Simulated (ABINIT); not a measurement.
Al2Cl, 3 atoms in the cell. It takes space group Fm-3m (No. 225, cubic). The conventional cell has a = 6.317 Å, b = 6.317 Å, c = 6.317 Å, α = 90.00°, β = 90.00°, γ = 90.00°. Around Al (site symmetry -43m) lie 4 Cl at 2.74 Å. Around Cl (site symmetry m-3m) lie 8 Al at 2.74 Å. The cell was built by a generator and needn't be a form met in nature.

```yaml
Program: ABINIT 10.8.3 (patched build)
Task: relaxation of cell and atoms
Functional: WC
Potentials_or_basis: PseudoDojo NC SR PBEsol v0.4.1 standard
Cutoff: 789 eV
k_mesh: 5 × 5 × 5
Occupations: fermi-dirac, width 0.05 eV
Spin: no spin polarisation
Cell_freedom_optcell: 2
Optimiser_ionmov: 2
Cutoff_smearing_ecutsm_Ha: 0.5
Force_stop_Ha/bohr: 2e-05
```

Potentials or basis: PseudoDojo NC SR PBEsol v0.4.1 standard.

The run is started by

```console
$ abinit run.abi > log 2>&1
```

Hardware: 1 thread of Arm Neoverse V1, on a shared host.

Task: How long does it take, and how much memory?

Result: Wall time 49 s on 1 thread of Arm Neoverse V1, on a shared host, peak memory 0.1 GiB. Counts: scf iterations 31, mpi ranks 1, k points 10, bands 11, plane waves 4006, ion steps 3.
